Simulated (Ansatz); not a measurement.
**CH₃F₂GaS: one species, many methods**

The task here is to estimate one member of a computed series from the others.

The runs use Ansatz 0.2.0, Gaussian basis; functionals in def2-TZVPP, the program's frozen cores in correlated methods.

Levels to be run: LDA (SPW92), PBE-D4, revPBE-D4, BLYP-D4, r2SCAN-D4, B97M-V, PBE0-D4, B3LYP-D4, r2SCANh-D4, r2SCAN0-D4, HSE06-D4, BHLYP-D4, CAM-B3LYP-D4, LC-ωPBE, ωB97X-V, ωB97M-V, B2PLYP, PBE-QIDH; CCSD(T)/def2-SVP; CCSD(T)/def2-TZVPP; MP2/def2-QZVPP; extrapolation to the limit; RPA on PBE.

## The geometry

All runs share one geometry, relaxed beforehand with PBE0-D4 in a triple-zeta def2 set.

SMILES `C[S][Ga]([F])[F]`, 8 atoms, charge 0, spin multiplicity 1.

Atoms are counted from 1 here; the program's logs count them from 0.

Bond lengths: C1–S2 1.824 Å, C1–H6 1.087 Å, C1–H7 1.089 Å, C1–H8 1.088 Å, S2–Ga3 2.159 Å, Ga3–F4 1.745 Å, Ga3–F5 1.738 Å. Angles: S2–C1–H6 111.5°, S2–C1–H7 105.5°, S2–C1–H8 111.3°, H6–C1–H7 109.2°, H6–C1–H8 110.1°, H7–C1–H8 109.2°, C1–S2–Ga3 100.1°, S2–Ga3–F4 121.2°, S2–Ga3–F5 124.4°, F4–Ga3–F5 114.4°.

The first run:

in.yaml

```yaml
crystal:
  periodic: [false, false, false]
  atoms:
    - {symbol: C, position_ang: [-0.493918, -0.835999, 1.001404]}
    - {symbol: S, position_ang: [0.777904, 0.471511, 0.985806]}
    - {symbol: Ga, position_ang: [0.685090, 1.063497, -1.088010]}
    - {symbol: F, position_ang: [-0.409097, 0.286088, -2.202707]}
    - {symbol: F, position_ang: [1.661049, 2.315313, -1.795058]}
    - {symbol: H, position_ang: [-0.262081, -1.625938, 0.290951]}
    - {symbol: H, position_ang: [-0.477729, -1.246283, 2.010557]}
    - {symbol: H, position_ang: [-1.481219, -0.428189, 0.797056]}
basis:
  gaussian: {orbitals: def2-TZVPP}
hamiltonian: {xc: lda}
output: {orbitals: {seedname: orbitals}}
```

Launch:

```
$ ansatz run in.yaml --threads 4 --pin off --events-out ev --progress --plain --max-ram 10444MiB
```

Among the steps run: LDA; PBE-D4 (GGA); revPBE-D4 (GGA); BLYP-D4 (GGA); r2SCAN-D4 (meta-GGA); B97M-V (meta-GGA); B3LYP-D4 (hybrid); r2SCANh-D4 (hybrid); r2SCAN0-D4 (hybrid); HSE06-D4 (hybrid); BHLYP-D4 (hybrid); CAM-B3LYP-D4 (range-separated); LC-ωPBE (range-separated); ωB97X-V (range-separated); ωB97M-V (range-separated); B2PLYP (double hybrid); PBE-QIDH (double hybrid).

One of the session's tables, all rows but one given; the rest of the session is left out.

It belongs to the step «Frontier levels by functional». 

```
  functional  HOMO (eV)  LUMO (eV)  gap (eV)
 LDA (SPW92)      -6.80      -2.73      4.07
      PBE-D4      -6.64      -2.40      4.24
   revPBE-D4      -6.58      -2.25      4.33
     BLYP-D4      -6.50      -2.38      4.12
   r2SCAN-D4      -6.92      -2.09      4.82
      B97M-V      -6.98      -2.23      4.75
     PBE0-D4          ?          ?         ?
    B3LYP-D4      -7.65      -1.81      5.85
  r2SCANh-D4      -7.37      -1.76      5.61
  r2SCAN0-D4      -8.06      -1.27      6.79
    HSE06-D4      -7.48      -1.82      5.66
    BHLYP-D4      -8.98      -0.59      8.39
CAM-B3LYP-D4      -9.21      -0.53      8.69
     LC-ωPBE     -10.58       0.84     11.42
     ωB97X-V     -10.22       0.66     10.88
     ωB97M-V     -10.06       0.44     10.50
```

Estimate the missing values for PBE0-D4.

The run gave: HOMO (eV): -7.88; LUMO (eV): -1.45; gap (eV): 6.43. In the column «HOMO (eV)» it lies between r2SCAN0-D4 (-8.06) and B3LYP-D4 (-7.65).
